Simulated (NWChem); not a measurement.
# BeH4N2 (Be(NH2)2), run twice

Wanted: energy and gradient of BeH4N2 (Be(NH2)2), CAM-QTP-01/6-311+G*.

The results are computed with NWChem 7.3.0.

## 1. The system as given

BeH4N2 has 7 atoms, charge 0, and is taken as a singlet. SMILES: `[NH2][Be][NH2]`. The shape comes from GFN2-xTB, which is rough for such elements, and wasn't checked as a minimum.

Bond lengths: Be1–N2 1.516 Å, Be1–N5 1.516 Å, N2–H3 1.006 Å, N2–H4 1.006 Å, N5–H6 1.006 Å, N5–H7 1.006 Å. Angles: N2–Be1–N5 179.4°, Be1–N2–H3 126.9°, Be1–N2–H4 127.1°, Be1–N5–H6 127.3°, Be1–N5–H7 126.7°, H3–N2–H4 106.1°, H6–N5–H7 106.0°.

## 2. Try one

The input, beh4n2.nw:

```
start beh4n2
memory 2200 mb

geometry units angstrom noautoz
 Be     0.009720    -0.002900     0.000010
 N      0.002900    -0.014760     1.516170
 H      0.069230     0.782090     2.126100
 H     -0.077220    -0.818110     2.115580
 N      0.002560     0.013490    -1.516060
 H      0.796720    -0.049000    -2.129820
 H     -0.803910     0.089200    -2.111980
end

basis spherical bse
 * library 6-311+G*
end

dft
 xc xcamb88 1.00 lyp 0.80 vwn_5 0.2 hfexch 1.00
 cam 0.31 cam_alpha 0.23 cam_beta 0.77
 mult 2
 grid medium
 convergence energy 1e-05
 direct
 iterations 60
 mulliken
 noprint "final vectors analysis"
end

task dft gradient
```

Command:

```bash
$ nwchem beh4n2.nw > beh4n2.out
```

Log:

```text
Northwest Computational Chemistry Package (NWChem) 7.3.0
             --------------------------------------------------------

           Job information
           ---------------

    nwchem branch   = 7.3.0
    use scalapack   = T
    input           = beh4n2.nw
    prefix          = beh4n2.
    data base       = ./beh4n2.db
    status          = startup
    nproc           =        1

           Memory information
           ------------------

    heap     =     72089596 doubles =      550.0 Mbytes
    stack    =     72089601 doubles =      550.0 Mbytes
    global   =    144179200 doubles =     1100.0 Mbytes (distinct from heap & stack)
    total    =    288358397 doubles =     2200.0 Mbytes
    verify   = yes
    hardfail = no

           Directory information
           ---------------------

  0 permanent = .
  0 scratch   = .

[... 32 lines left out ...]
            Nuclear Dipole moment (a.u.)
[... 77 lines left out ...]
  int_init: cando_txs set to always be  F
  Caching 1-el integrals
  number of electrons :                   22
  multiplicity        :                    2
 ------------------------------------------------------------------------
  no. of electrons and multiplicity not compatible                  22
 ------------------------------------------------------------------------
 ------------------------------------------------------------------------
  current input line :
    30: task dft gradient
 ------------------------------------------------------------------------
 ------------------------------------------------------------------------
 There is an error in the input file
 ------------------------------------------------------------------------

0: no. of electrons and multiplicity not compatible:Received an Error in Communication
  Errorcode: 22
```

Wall time 0.59 s (1 thread of AMD EPYC 7B13 (Zen 3), shared host); peak memory 0.077 GiB.

## 3. What went wrong

The job stopped with an error part of the way.

The log says `There is an error in the input file`. What is wrong: the spin state typed doesn't suit the molecule. To mend it: multiplicity 1 in place of 2.

## 4. The mended input

The input, beh4n2.nw:

```
start beh4n2
memory 2200 mb

geometry units angstrom noautoz
   Be    0.009720   -0.002900    0.000010
   N     0.002900   -0.014760    1.516170
   H     0.069230    0.782090    2.126100
   H    -0.077220   -0.818110    2.115580
   N     0.002560    0.013490   -1.516060
   H     0.796720   -0.049000   -2.129820
   H    -0.803910    0.089200   -2.111980
end

basis spherical bse
   * library 6-311+G*
end

dft
   xc xcamb88 1.00 lyp 0.80 vwn_5 0.2 hfexch 1.00
   cam 0.31 cam_alpha 0.23 cam_beta 0.77
   mult 1
   grid medium
   convergence energy 1e-05
   direct
   mulliken
end

task dft gradient
```

Command:

```bash
$ nwchem beh4n2.nw > beh4n2.out
```

Log:

```text
Northwest Computational Chemistry Package (NWChem) 7.3.0
             --------------------------------------------------------

           Job information
           ---------------

    nwchem branch   = 7.3.0
    use scalapack   = T
    input           = beh4n2.nw
    prefix          = beh4n2.
    data base       = ./beh4n2.db
    status          = startup
    nproc           =        1

           Memory information
           ------------------

    heap     =     72089596 doubles =      550.0 Mbytes
    stack    =     72089601 doubles =      550.0 Mbytes
    global   =    144179200 doubles =     1100.0 Mbytes (distinct from heap & stack)
    total    =    288358397 doubles =     2200.0 Mbytes
    verify   = yes
    hardfail = no

           Directory information
           ---------------------

  0 permanent = .
  0 scratch   = .

[... 32 lines left out ...]
            Nuclear Dipole moment (a.u.)
[... 97 lines left out ...]
          Convergence on gradient requested:  5.00D-04
[... 31 lines left out ...]
          Convergence aids based upon iterative change in
[... 28 lines left out ...]
 1-e energy   =    -269.698730
[... 40 lines left out ...]
         Total DFT energy =     -126.622812942480
[... 2 lines left out ...]
    Exchange-Corr. energy =      -18.126749910111
[... 629 lines left out ...]
          Convergence on energy requested:  1.00D-05
[... 29 lines left out ...]
          Spatial weights used:  Erf1
[... 4 lines left out ...]
          total energy or number of iterations.
[... 32 lines left out ...]
    atom               coordinates                        gradient
                 x          y          z           x          y          z
   1 Be      0.007420  -0.000004   0.011484    0.000194  -0.000014   0.000273
   2 N       0.000392   2.865209   0.000231   -0.000089   0.002667   0.000079
   3 H       1.066941   4.003786  -1.085049   -0.003902   0.003581   0.003791
   4 H      -1.080312   4.011971   1.062143    0.003854   0.003550  -0.004018
   5 N      -0.000380  -2.865123  -0.000745   -0.000035  -0.002578  -0.000088
   6 H       1.070580  -4.023968   1.058277   -0.003922  -0.003672  -0.003917
   7 H      -1.086974  -3.992374  -1.077707    0.003900  -0.003534   0.003880

                 ----------------------------------------
                 |  Time  |  1-e(secs)   |  2-e(secs)   |
                 ----------------------------------------
                 |  CPU   |       0.01   |      10.89   |
                 ----------------------------------------
                 |  WALL  |       0.01   |      10.89   |
                 ----------------------------------------

 Task  times  cpu:       32.3s     wall:       32.3s
 Total times  cpu:       32.3s     wall:       32.3s
```

Run time: 33 s. Hardware: 1 thread of AMD EPYC 7B13 (Zen 3), shared host; peak memory 0.11 GiB.

## 5. Results

At CAM-QTP-01/6-311+G*:

| quantity | value |
| --- | --- |
| total energy | -126.62281 Eh |
| dipole moment | 0.01 D |
| HOMO energy | -9.85 eV |
| LUMO energy | 0.60 eV |
| HOMO–LUMO gap | 10.45 eV |
| largest force on an atom | 0.342 eV/Å |

**Reading.** Mulliken charges run from -0.92 on N2 to +0.47 on Be1; in a basis this large or diffuse they mean little. The largest force is 0.34 eV/Å: the shape isn't a stationary point for this species at this level.
